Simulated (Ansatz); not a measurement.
# U-wB97X/STO-3G run of SiH2SF (SMILES F[SiH]S)

Aim: the electronic atomisation energy of SiH2SF at U-wB97X/STO-3G, from 5 runs. 

Program for the calculation: Ansatz 0.2.0.

72 further runs of the same task are left out: 4 that didn't finish, 68 set aside as unsound or not needed.

## 1. Starting point

The species is SiH2SF (5 atoms), meant as a doublet with charge 0. As SMILES, `F[SiH]S`. Geometry: relaxed at PBE0-D4/def2-TZVP. This is one conformer, not always the lowest.

Bond lengths: F1–Si2 1.603 Å, Si2–S3 2.122 Å, Si2–H4 1.489 Å, S3–H5 1.344 Å. Angles: F1–Si2–S3 112.5°, F1–Si2–H4 107.6°, S3–Si2–H4 105.3°, Si2–S3–H5 95.0°.

## 2. The energy at U-wB97X/STO-3G

The input, job.yaml:

```yaml
crystal:
  periodic: [false, false, false]
  atoms:
    - {symbol: F, position_ang: [-1.242300, -0.527200, 1.134200]}
    - {symbol: Si, position_ang: [-0.629400, -0.168000, -0.303300]}
    - {symbol: S, position_ang: [1.400700, 0.438500, -0.191800]}
    - {symbol: H, position_ang: [-0.621800, -1.416500, -1.115500]}
    - {symbol: H, position_ang: [1.142700, 1.599500, 0.435000]}
basis:
  gaussian:
    orbitals: STO-3G
magnetization:
  spin_polarized: true
  initial_magnetization: 1
hamiltonian:
  xc: {name: wB97X}
accuracy: high
```

Command:

```bash
ansatz run job.yaml --threads 1 --pin off --max-ram 2610MiB --events-out events.jsonl --progress --plain --runs-dir runs
```

Standard output:

```text
Warning: RAYON_NUM_THREADS=1 ignored (pool sized by the plan → 1); use --threads N
Functional definition: wB97X
  name "wB97X"
  parameter omega = 0.3/bohr
  parameter cx = 0.157706
  parameter cx1 = 0.726479
  parameter cx2 = 1.04760
  parameter cx3 = -5.70635
  parameter cx4 = 13.2794
  parameter css1 = -4.33879
  parameter css2 = 18.2308
  parameter css3 = -31.7430
  parameter css4 = 17.2901
  parameter cos1 = 2.37031
  parameter cos2 = -11.3995
  parameter cos3 = 6.58405
  parameter cos4 = -3.78132
  exchange = spin_sum(e_x_unif_sr(omega)*poly(b97_u_x, 1 - cx, cx1, cx2, cx3, cx4)) + cx*exact_x_sr(omega)
      + exact_x_lr(omega)
  correlation = spin_sum(e_c_pw_same_spin*poly(b97_u_same, 1, css1, css2, css3, css4))
      + integral(e_c_pw_opposite_spin*poly(b97_u_opposite, 1, cos1, cos2, cos3, cos4))
461 factors; integrals over basis functions are off by at most 2.7e-8 eV
165 factors; integrals over basis functions are off by at most 9.4e-10 eV
mean field evaluation 1: about -21208.2543 eV, gradient 1.4e1 eV
mean field evaluation 2: about -21209.5691 eV, gradient 8.9e0 eV
mean field evaluation 4: about -21210.1012 eV, gradient 4.5e-1 eV
mean field evaluation 8: about -21210.0868 eV, gradient 8.0e-3 eV
mean field evaluation 16: about -21210.0868 eV, gradient 4.2e-6 eV
mean field -21210.08684953 eV, -779.4563150071 hartree, gradient 5.4e-8 eV, S^2 0.751965; 0 other end points of the search recorded, 0 dependent functions left out
reference -21210.08684808 eV, -779.4563149539 hartree; 21, 20 occupied and 4, 5 virtual orbitals, 461 factors
Total energy: -21210.08684808 eV, -779.4563149539 hartree
```

Wall time 13 s (1 thread of Arm Neoverse V1, shared host); peak memory 0.46 GiB.

## 3. The F atom

The input, run.yaml:

```yaml
crystal:
  periodic: [false, false, false]
  atoms:
    - {symbol: F, position_ang: [0.000000, 0.000000, 0.000000]}
basis:
  gaussian: {orbitals: STO-3G}
magnetization: {spin_polarized: true, initial_magnetization: 1}
hamiltonian: {xc: {name: wB97X}}
accuracy: high
```

Run the same way, it converges to -98.27280 Eh (log not shown).

## 4. The H atom

The input, run.yaml:

```yaml
crystal:
  periodic: [false, false, false]
  atoms:
    - {symbol: H, position_ang: [0.000000, 0.000000, 0.000000]}
basis:
  gaussian: {orbitals: STO-3G}
hamiltonian: {xc: {name: wB97X}}
accuracy: high
magnetization: {spin_polarized: true, initial_magnetization: 1}
```

Run the same way, it converges to -0.46692 Eh (log not shown).

## 5. The S atom at the same level

The input, in.yaml:

```yaml
crystal:
  periodic: [false, false, false]
  atoms:
    - symbol: S
      position_ang: [0.000000, 0.000000, 0.000000]
basis:
  gaussian:
    orbitals: STO-3G
magnetization:
  spin_polarized: true
  initial_magnetization: 2
hamiltonian:
  xc: {name: wB97X}
accuracy: high
```

Command:

```bash
ansatz run in.yaml --threads 1 --pin off --max-ram 2610MiB --events-out events.jsonl --progress --plain --runs-dir runs
```

Standard output, cut to the lines that bear on the results:

```text
Warning: RAYON_NUM_THREADS=1 ignored (pool sized by the plan → 1); use --threads N
[... 2 set-up lines as earlier in the session ...]
[...]
      + exact_x_lr(omega)
[...]
      + integral(e_c_pw_opposite_spin*poly(b97_u_opposite, 1, cos1, cos2, cos3, cos4))
42 factors; integrals over basis functions are off by at most 2.4e-9 eV
23 factors; integrals over basis functions are off by at most 1.2e-9 eV
[...]
mean field -10712.51231944 eV, -393.6775665377 hartree, gradient 7.4e-8 eV, S^2 2.000000; 0 other end points of the search recorded, 0 dependent functions left out
reference -10712.51231891 eV, -393.6775665181 hartree; 9, 7 occupied and 0, 2 virtual orbitals, 42 factors
Total energy: -10712.51231891 eV, -393.6775665181 hartree
```

Wall time 1.8 s (1 thread of Arm Neoverse V1, shared host); peak memory 0.18 GiB.

## 6. The Si atom

The input, molecule.yaml:

```yaml
crystal:
  periodic: [false, false, false]
  atoms:
    - {symbol: Si, position_ang: [0.000000, 0.000000, 0.000000]}
basis:
  gaussian:
    orbitals: STO-3G
magnetization:
  spin_polarized: true
  initial_magnetization: 2
hamiltonian:
  xc: {name: wB97X}
accuracy: high
```

Command:

```bash
ansatz run molecule.yaml --threads 1 --pin off --max-ram 2610MiB --events-out events.jsonl --progress --plain --runs-dir runs
```

Standard output, cut to the lines that bear on the results:

```text
Warning: RAYON_NUM_THREADS=1 ignored (pool sized by the plan → 1); use --threads N
[... 2 set-up lines as earlier in the session ...]
[...]
      + exact_x_lr(omega)
[...]
      + integral(e_c_pw_opposite_spin*poly(b97_u_opposite, 1, cos1, cos2, cos3, cos4))
42 factors; integrals over basis functions are off by at most 2.5e-9 eV
29 factors; integrals over basis functions are off by at most 4.1e-10 eV
[...]
mean field -7780.64291389 eV, -285.9333531761 hartree, gradient 3.1e-9 eV, S^2 2.000001; 0 other end points of the search recorded, 0 dependent functions left out
reference -7780.64291330 eV, -285.9333531547 hartree; 8, 6 occupied and 1, 3 virtual orbitals, 42 factors
Total energy: -7780.64291330 eV, -285.9333531547 hartree
```

It took 1.8 s on 1 thread of Arm Neoverse V1, shared host; peak memory 0.18 GiB.

## 7. Summary of results

At U-wB97X/STO-3G:

```
                     quantity          value
       molecule: total energy  -779.45631 Eh
               molecule: ⟨S²⟩          0.752
         F atom: total energy   -98.27280 Eh
                 F atom: ⟨S²⟩          0.750
         H atom: total energy    -0.46692 Eh
                 H atom: ⟨S²⟩          0.750
         S atom: total energy  -393.67757 Eh
                 S atom: ⟨S²⟩          2.000
        Si atom: total energy  -285.93335 Eh
                Si atom: ⟨S²⟩          2.000
electronic atomisation energy      17.381 eV
```

**Reading.** Taking the molecule apart into free atoms costs 17.38 eV (1677 kJ/mol), before zero-point energy and without spin-orbit coupling. In a minimal basis such a difference can be off by several eV, whatever the method.
